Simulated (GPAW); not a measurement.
# InBH3F (SMILES [BH2][InH][F]): RPBE/real-space grid (scalar-relativistic datasets)

Aim: a geometry optimisation of InBH3F. The job is set up through an ASE script.

The calculation is run with GPAW 26.7.0.

2 further runs of the same task are left out: 2 set aside as unsound or not needed.

## 1. Starting point

InBH3F: 6 atoms, total charge 0, spin state singlet. As SMILES, `[BH2][InH][F]`. All atoms were displaced at random from a relaxed shape. The run starts from this shape.

Bond lengths: B1–In2 2.386 Å, In2–F3 1.936 Å, B1–H4 1.313 Å, B1–H5 1.041 Å, In2–H6 1.686 Å. Angles: B1–In2–F3 101.4°, B1–In2–H6 147.7°, F3–In2–H6 110.5°, In2–B1–H4 115.5°, In2–B1–H5 116.1°, H4–B1–H5 126.9°.

## 2. A structure relaxation at RPBE/real-space grid (scalar-relativistic datasets)

molecule.py

```python
import numpy as np
from ase import Atoms
from ase.io import write
from ase.optimize import BFGS
from ase.units import Bohr
from gpaw import GPAW

# Geometry
positions_bohr = np.array(
              [[ -1.759872,   0.631392,  -1.713458],
               [  1.418867,   0.105793,   1.439618],
               [  2.286172,  -3.422031,   1.010085],
               [ -4.014215,  -0.213741,  -1.109982],
               [ -1.123586,   1.120999,  -3.509104],
               [  2.956862,   1.336384,   3.943212]])
system = Atoms("BInFHHH", positions=positions_bohr * Bohr)
system.set_cell([14.0, 14.0, 14.0])
system.center()

# DFT calculator
calc = GPAW(mode="fd",
            symmetry="off",
            nbands=-5,
            xc="RPBE",
            h=0.2,
            maxiter=80,
            txt="molecule.txt")
system.calc = calc

opt = BFGS(system, trajectory="molecule.traj")
converged = opt.run(fmax=0.05, steps=60)
print("Converged:", converged)
print(f"Final energy: {system.get_potential_energy():.5f} eV")
print(f"r(H4-B0) = {system.get_distance(4, 0):.4f} Ang")
print(f"r(In1-B0)               {system.get_distance(1, 0):.4f} Ang")
write("relaxed.xyz", system)
```

Run with:

```console
$ OMP_NUM_THREADS=1 python molecule.py
```

Q: Predict the results. Wanted: energy as printed; dipole moment; HOMO energy; LUMO energy; HOMO–LUMO gap.

**Answer.** As computed:

Level: RPBE/real-space grid (scalar-relativistic datasets).

| quantity | value |
| --- | --- |
| energy as printed (from the program's reference atoms) | -21.5427 eV |
| dipole moment | 3.66 D |
| HOMO energy | -6.67 eV |
| LUMO energy | -3.76 eV |
| HOMO–LUMO gap | 2.90 eV |

**Reading.** At the final geometry: Bond lengths: B1–In2 2.265 Å, In2–F3 2.015 Å, B1–H4 1.201 Å, B1–H5 1.201 Å, In2–H6 1.732 Å. Angles: B1–In2–F3 104.5°, B1–In2–H6 148.4°, F3–In2–H6 107.1°, In2–B1–H4 120.3°, In2–B1–H5 121.0°, H4–B1–H5 118.7°. The optimisation took 15 steps and changed the energy by -0.717 eV.
